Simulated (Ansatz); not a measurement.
What does this script print? It uses Ansatz 0.2.0 through its Python package.

`run_bde.py`:
```python
# -*- coding: utf-8 -*-
"""Cost of removing each kind of hydrogen from H3Si(-), fragments frozen."""

import ansatz as az


def energy_of(molecule, charge=0, unpaired=0):
    calc = molecule.calculation().basis(gaussian="pcseg-2").correlation("ccsd_t")
    if charge:
        calc = calc.charge(charge)
    if unpaired:
        calc = calc.spin("collinear", total=unpaired)
    report = calc.run(threads=1).report
    if report["published_state_doubts"]:
        print("  doubts:", report["published_state_doubts"])
    return report["free_energy_ev"]

def without(molecule, index):
    rest = az.Crystal.molecule()
    for i, site in enumerate(molecule.cartesian_sites):
        if i != index:
            rest = rest.atom(site.symbol, site.position_ang)
    return rest

geometry_ang = [
    ("Si", [-0.0021, 0.0005, 0.3852]),
    ("H", [-0.5611, 1.2749, -0.133]),
    ("H", [1.3859, -0.1512, -0.1205]),
    ("H", [-0.8226, -1.1242, -0.1316]),
]
molecule = az.Crystal.molecule()
for symbol, xyz in geometry_ang:
    molecule = molecule.atom(symbol, xyz)

whole = energy_of(molecule, -1)
hydrogen = energy_of(az.Crystal.molecule().atom("H", (0, 0, 0)), 0, 1)
print(f"E(molecule) = {whole:.5f} eV, E(H) = {hydrogen:.5f} eV")
for index in [3]:
    radical = energy_of(without(molecule, index), -1, 1)
    print(f"H{index}: homolysis {23.060548 * (radical + hydrogen - whole):.1f} kcal/mol")
```

```console
$ python run_bde.py
E(molecule) = -7913.03100 eV, E(H) = -13.60238 eV
H3: homolysis 77.7 kcal/mol
```

Reading the output:
- Total energies depend on the basis set; only differences at equal settings carry meaning.
- The geometry is a force-field or estimated start, not a minimum of this method, and the basis set is short of its limit. All parts are taken at fixed geometry, without zero-point energy.
- Anions want diffuse functions, which this basis lacks.
- Timing: 5.7 s on 1 thread of Arm Neoverse N1 (shared host), peak memory 0.22 GiB.
